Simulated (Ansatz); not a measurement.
# C2H6ClFSi2: the cost of one run

Program: Ansatz 0.2.0. Level of theory: RKS PBE0-D4/6-31G. These are calculated values, not measurements.

## 1. The starting structure

Bond lengths: C1–Si2 1.866 Å, Si2–Cl3 2.030 Å, Si2–C5 1.779 Å, Si4–C5 1.768 Å, C5–F6 1.411 Å, C1–H7 1.052 Å, C1–H8 1.115 Å, C1–H9 1.117 Å, Si4–H10 1.538 Å, Si4–H11 1.408 Å, C5–H12 1.105 Å. Angles (14 of 18 angles, heavy atoms first): C1–Si2–Cl3 108.3°, C1–Si2–C5 121.2°, Cl3–Si2–C5 112.8°, Si2–C5–Si4 103.6°, Si2–C5–F6 113.9°, Si4–C5–F6 117.8°, Si2–C1–H7 112.5°, Si2–C1–H8 106.0°, Si2–C1–H9 109.4°, Si2–C5–H12 109.0°, Si4–C5–H12 110.0°, F6–C5–H12 102.5°, C5–Si4–H10 111.9°, C5–Si4–H11 118.8°.

Coordinates:

```xyz
12

C    -0.6597   -1.0887    1.2978
Si    0.2173    0.5113    0.9091
Cl    2.1812    0.2888    1.3723
Si    0.4447    0.1460   -1.8440
C    -0.0358    1.3483   -0.6398
F    -1.3116    1.9360   -0.7697
H    -0.2329   -1.9121    0.8013
H    -1.7107   -0.9552    0.9495
H    -0.7124   -1.2226    2.4050
H    -0.5255   -1.0472   -1.8814
H     1.7853   -0.2830   -1.8754
H     0.6371    2.2234   -0.6906
```

## 2. Relaxing the start

File input.yaml:

```yaml
crystal:
  periodic: [false, false, false]
  atoms:
    - { symbol: C, position_ang: [-0.6597, -1.0887, 1.2978] }
    - { symbol: Si, position_ang: [0.2173, 0.5113, 0.9091] }
    - { symbol: Cl, position_ang: [2.1812, 0.2888, 1.3723] }
    - { symbol: Si, position_ang: [0.4447, 0.146, -1.844] }
    - { symbol: C, position_ang: [-0.0358, 1.3483, -0.6398] }
    - { symbol: F, position_ang: [-1.3116, 1.936, -0.7697] }
    - { symbol: H, position_ang: [-0.2329, -1.9121, 0.8013] }
    - { symbol: H, position_ang: [-1.7107, -0.9552, 0.9495] }
    - { symbol: H, position_ang: [-0.7124, -1.2226, 2.405] }
    - { symbol: H, position_ang: [-0.5255, -1.0472, -1.8814] }
    - { symbol: H, position_ang: [1.7853, -0.283, -1.8754] }
    - { symbol: H, position_ang: [0.6371, 2.2234, -0.6906] }
basis:
  gaussian: { orbitals: "6-31G" }
hamiltonian:
  xc: pbe0
  dispersion: d4
relax:
  f_tol: 0.02
  max_steps: 40
scf:
  lower_state_search: "off"
output:
  orbitals: {}
```

The run is started by

```sh
ansatz run input.yaml --threads 1 --pin off --max-ram 2048MiB --backend cpu --events-out ev --progress --plain --runs-dir out
```

What time and memory should one allow on 1 thread of Arm Neoverse V2, shared host?

About 2.7 min, with a peak of 0.17 GiB.
